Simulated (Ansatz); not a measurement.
**C3H6F2Si: up Jacob's ladder to CCSD(T)**

Aim: compute C3H6F2Si with functionals from several rungs and with coupled cluster. The yardstick is the atomisation energy at the CCSD(T) limit.

Computed with Ansatz 0.2.0, Gaussian basis. Level: functionals in def2-TZVPP, the program's frozen cores in correlated methods.

The runs, in order: PBE-D4, r2SCAN-D4, PBE0-D4, B3LYP-D4, ωB97X-V, ωB97M-V, B2PLYP; CCSD(T)/def2-TZVPP; MP2/def2-QZVPP; extrapolation to the limit.

### Step 1. The relaxed structure

All runs share one geometry, relaxed beforehand with PBE0-D4 in a triple-zeta def2 set.

SMILES `FC1(F)CC[SiH2]1`, 12 atoms, charge 0, spin multiplicity 1.

Atoms are counted from 1 here; the program's logs count them from 0.

Bond lengths: F1–C2 1.353 Å, C2–F3 1.370 Å, C2–C4 1.532 Å, C2–Si6 1.928 Å, C4–C5 1.552 Å, C4–H7 1.093 Å, C4–H8 1.093 Å, C5–Si6 1.891 Å, C5–H9 1.091 Å, C5–H10 1.088 Å, Si6–H11 1.486 Å, Si6–H12 1.485 Å. Angles: F1–C2–F3 106.6°, F1–C2–C4 114.5°, F1–C2–Si6 124.0°, F3–C2–C4 110.1°, F3–C2–Si6 112.2°, C4–C2–Si6 88.2°, C2–C4–C5 99.6°, C2–C4–H7 107.9°, C2–C4–H8 113.3°, C5–C4–H7 110.7°, C5–C4–H8 116.0°, H7–C4–H8 108.8°, C4–C5–Si6 88.9°, C4–C5–H9 111.5°, C4–C5–H10 115.2°, Si6–C5–H9 111.6°, Si6–C5–H10 119.7°, H9–C5–H10 108.8° and more.

### Step 2. PBE-D4 (GGA)

in.yaml reads:

```yaml
crystal:
  periodic: [false, false, false]
  atoms:
    - {symbol: F, position_ang: [0.981349, -2.128253, -0.340892]}
    - {symbol: C, position_ang: [0.673116, -0.934164, 0.216430]}
    - {symbol: F, position_ang: [1.544911, -0.751715, 1.257541]}
    - {symbol: C, position_ang: [0.745430, 0.254860, -0.746357]}
    - {symbol: C, position_ang: [-0.360804, 1.153886, -0.132536]}
    - {symbol: Si, position_ang: [-1.120447, -0.384068, 0.662468]}
    - {symbol: H, position_ang: [0.451531, -0.096878, -1.738290]}
    - {symbol: H, position_ang: [1.742249, 0.697766, -0.810959]}
    - {symbol: H, position_ang: [0.046963, 1.833682, 0.617591]}
    - {symbol: H, position_ang: [-0.940001, 1.730322, -0.850988]}
    - {symbol: H, position_ang: [-2.139530, -1.055429, -0.185089]}
    - {symbol: H, position_ang: [-1.547767, -0.375012, 2.085082]}
basis:
  gaussian: {orbitals: def2-TZVPP}
hamiltonian: {xc: pbe, dispersion: d4}
output: {forces: true, orbitals: {seedname: orbitals}}
```

Launch:

```console
> ansatz run in.yaml --threads 4 --pin off --events-out ev --progress --plain --max-ram 10444MiB
```

The runs that follow: r2SCAN-D4 (meta-GGA); PBE0-D4 (hybrid); B3LYP-D4 (hybrid); ωB97X-V (range-separated); ωB97M-V (range-separated); B2PLYP (double hybrid); CCSD(T) in def2-TZVPP; MP2 in def2-QZVPP.

**Question.** What will the summary of the whole plan be? Wanted: atomisation energy, CCSD(T)/CBS; farthest; mean size of error, hybrid; mean size of error, range-separated; gap, smallest and largest; T1 diagnostic; triples share of the correlation energy.

**Answer**, as computed:

| quantity | value |
| --- | --- |
| atomisation energy, CCSD(T)/CBS | 47.442 eV |
| functionals within 0.237 eV (0.5 %) | B3LYP-D4, ωB97M-V |
| farthest | PBE-D4 (+1.263 eV) |
| mean size of error, hybrid | 0.217 eV |
| mean size of error, range-separated | 0.271 eV |
| gap, smallest and largest | 5.56 eV (PBE-D4), 12.13 eV (ωB97X-V) |
| T1 diagnostic | 0.0120 |
| triples share of the correlation energy | 3.6 % |

What this shows: PBE-D4 is off by +1.263 eV. Double hybrids carry the basis error of their MP2 part in triple zeta, and no dispersion term here, so their miss is partly the set-up's. Misses under about 0.237 eV are within the doubt on the reference itself, which lacks core-valence correlation, relativity and higher excitations. Hartree-Fock recovers 73 % of the binding; the rest is correlation. Orbital gaps span 5.6 to 12.1 eV; exact exchange widens them.
